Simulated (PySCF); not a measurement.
# Si2P2H8 (SMILES [SiH3]P[SiH2]P) at 3 levels

Aim: a comparison of 3 runs (HF/STO-3G, HF/3-21G, PBE0/def2-SVP) of Si2P2H8. The job is set up through a Python script.

The results are computed with PySCF 2.14.0.

### 1 Starting point

The species is Si2P2H8 (12 atoms), meant as a singlet with charge 0. SMILES: `[SiH3]P[SiH2]P`. The shape is that of a GFN2-xTB optimisation. This is one conformer, not always the lowest.

Bond lengths: Si1–P2 2.228 Å, P2–Si3 2.235 Å, Si3–P4 2.243 Å, Si1–H5 1.461 Å, Si1–H6 1.461 Å, Si1–H7 1.464 Å, P2–H8 1.379 Å, Si3–H9 1.468 Å, Si3–H10 1.469 Å, P4–H11 1.383 Å, P4–H12 1.381 Å. Some angles: Si1–P2–Si3 101.9°, P2–Si3–P4 107.9°, Si1–P2–H8 96.0°, Si3–P2–H8 95.6°, P2–Si1–H5 106.4°, P2–Si1–H6 106.5°, P2–Si1–H7 113.1°, P2–Si3–H9 105.6°, P2–Si3–H10 115.2°, P4–Si3–H9 114.6°.

### 2 Energy and gradient at HF/STO-3G (run 1)

geometry.xyz

```xyz
12
H8P2Si2
Si    -0.623700     2.393250    -0.016000
P     -1.013510     0.347300     0.775980
Si     0.772300    -0.779210     0.043060
P      0.108430    -2.853400    -0.494370
H      0.499800     2.926120     0.751470
H     -1.840830     3.167730     0.215770
H     -0.294110     2.404440    -1.442480
H     -1.849670    -0.045710    -0.247800
H      1.754740    -0.714190     1.131870
H      1.404780    -0.230380    -1.164460
H     -0.278610    -3.199330     0.787620
H      1.360400    -3.416610    -0.340670
```

input.py

```python
# [SiH3]P[SiH2]P
import pyscf.grad
from pyscf import gto, scf

mol = gto.Mole()
mol.atom = 'geometry.xyz'
mol.max_memory = 1860
mol.verbose = 4
mol.basis = 'sto-3g'
mol.build()

calc0 = scf.RHF(mol)
calc0.conv_tol = 1e-10
calc0.kernel()
if not calc0.converged:
    calc0 = calc0.newton().run(calc0.mo_coeff, calc0.mo_occ)

e_tot = calc0.e_tot
print('E = %.10f Eh' % e_tot)
grad = calc0.Gradients().kernel()
calc0.analyze()
```

On the command line:

```
$ OMP_NUM_THREADS=1 python input.py
```

What it wrote:

```text
PySCF version 2.14.0

[... 78 lines left out ...]
Total Energy =                       -1249.722832454590161
[... 8 lines left out ...]
MO #2   energy= -78.8692278902211  occ= 2
[... 6 lines left out ...]
MO #9   energy= -5.04784600437574  occ= 2
[... 6 lines left out ...]
MO #16  energy= -3.97624737956562  occ= 2
[... 6 lines left out ...]
MO #23  energy= -0.66549438979244  occ= 2
[... 6 lines left out ...]
MO #30  energy= -0.380991473619864 occ= 2
[... 6 lines left out ...]
MO #37  energy= 0.486149629847541  occ= 0
[... 6 lines left out ...]
MO #44  energy= 0.62625285272264   occ= 0
[... 59 lines left out ...]
Dipole moment(X, Y, Z, Debye):  0.52452,  0.31286, -0.22125
```

Run time: 12 s. Hardware: 1 thread of Intel Xeon at 2.50GHz (Skylake/Cascade Lake), shared host; peak memory 0.12 GiB.

### 3 Energy and gradient at HF/3-21G (run 2)

calc.py

```python
# [SiH3]P[SiH2]P
import pyscf.grad
from pyscf import gto

molecule = gto.M(
    atom='''
Si  -0.623700   2.393250  -0.016000
P   -1.013510   0.347300   0.775980
Si   0.772300  -0.779210   0.043060
P    0.108430  -2.853400  -0.494370
H    0.499800   2.926120   0.751470
H   -1.840830   3.167730   0.215770
H   -0.294110   2.404440  -1.442480
H   -1.849670  -0.045710  -0.247800
H    1.754740  -0.714190   1.131870
H    1.404780  -0.230380  -1.164460
H   -0.278610  -3.199330   0.787620
H    1.360400  -3.416610  -0.340670
''',
    max_memory=1860,
    verbose=4,
    charge=0,
    spin=0,
    basis='3-21g',
)

myscf = molecule.RHF()
myscf.conv_tol = 1e-10
myscf.kernel()
if not myscf.converged:
    myscf = myscf.newton().run(myscf.mo_coeff, myscf.mo_occ)

e_final = myscf.e_tot
print('E = %.10f Eh' % e_final)
grad = myscf.Gradients().kernel()
myscf.analyze()
```

On the command line:

```
$ OMP_NUM_THREADS=1 python calc.py
```

What it wrote:

```text
PySCF version 2.14.0

[... 81 lines left out ...]
Nuclear Repulsion Energy =             330.714981922991456
[... 10 lines left out ...]
MO #5   energy= -7.45890625942392  occ= 2
[... 8 lines left out ...]
MO #14  energy= -5.33187136843972  occ= 2
[... 8 lines left out ...]
MO #23  energy= -0.738304510016577 occ= 2
[... 8 lines left out ...]
MO #32  energy= -0.373491171980564 occ= 2
[... 8 lines left out ...]
MO #41  energy= 0.228966793558762  occ= 0
[... 8 lines left out ...]
MO #50  energy= 0.548476582202811  occ= 0
[... 8 lines left out ...]
MO #59  energy= 0.927795450851399  occ= 0
[... 8 lines left out ...]
MO #68  energy= 1.40967774927821   occ= 0
[... 83 lines left out ...]
Dipole moment(X, Y, Z, Debye):  1.28698,  0.79409, -0.47041
```

Wall time 12 s (1 thread of Intel Xeon at 2.50GHz (Skylake/Cascade Lake), shared host); peak memory 0.14 GiB.

### 4 Energy and forces at PBE0/def2-SVP (run 3)

geometry.xyz: that of step 2 with these lines changed.

```diff
@@ -1,3 +1,3 @@
 12
-H8P2Si2
+
 Si    -0.623700     2.393250    -0.016000
```

calc.py

```python
import pyscf.grad
from pyscf import gto, dft

molecule = gto.Mole()
molecule.atom = 'geometry.xyz'
molecule.basis = 'def2-svp'
molecule.verbose = 4
molecule.max_memory = 1860
molecule.build()

calc0 = dft.RKS(molecule)
calc0.xc = 'pbe0'
calc0.grids.level = 5
calc0.conv_tol = 1e-10
calc0.kernel()
if not calc0.converged:
    calc0 = calc0.newton().run(calc0.mo_coeff, calc0.mo_occ)

e_final = calc0.e_tot
print('Final energy', e_final)
grad = calc0.Gradients().kernel()
dip = calc0.dip_moment()
pop, q = calc0.mulliken_pop()
```

On the command line:

```
$ OMP_NUM_THREADS=1 python calc.py
```

What it wrote:

```text
PySCF version 2.14.0

[... 77 lines left out ...]
converged SCF energy = -1265.59535019664
Final energy -1265.5953501966362
[... 12 lines left out ...]
Dipole moment(X, Y, Z, Debye):  0.60462,  0.16913, -0.16759
[... 125 lines left out ...]
charge of   11H =      0.02270
```

Wall time 2.4 min (1 thread of Intel Xeon at 2.50GHz (Skylake/Cascade Lake), shared host); peak memory 1.1 GiB.

### 5 Overview of the runs

```csv
run,level,integration grid,energy (Eh),dipole moment (D),HOMO energy (eV),LUMO energy (eV),wall time
1,HF/STO-3G,–,-1249.722832,0.65,-6.73,10.00,12 s
2,HF/3-21G,–,-1257.396407,1.58,-9.77,3.06,12 s
3,PBE0/def2-SVP,5,-1265.595350,0.65,-7.32,-0.04,2.4 min
```

### 6 What came out

```
                       quantity           value
            run 3: total energy  -1265.59535 Eh
           run 3: dipole moment          0.65 D
             run 3: HOMO energy        -7.32 eV
             run 3: LUMO energy        -0.04 eV
           run 3: HOMO–LUMO gap         7.28 eV
run 3: largest force on an atom      1.380 eV/Å
```

**Reading.** The dipole moment (its size) runs from 0.65 D (HF/STO-3G) to 1.58 D (HF/3-21G). The HOMO–LUMO gap runs from 7.28 eV (PBE0/def2-SVP) to 16.73 eV (HF/STO-3G). The two ends differ in method and basis. In run 1 the basis is minimal, so the values are rough. All runs together took 2.8 min, the longest 2.4 min.
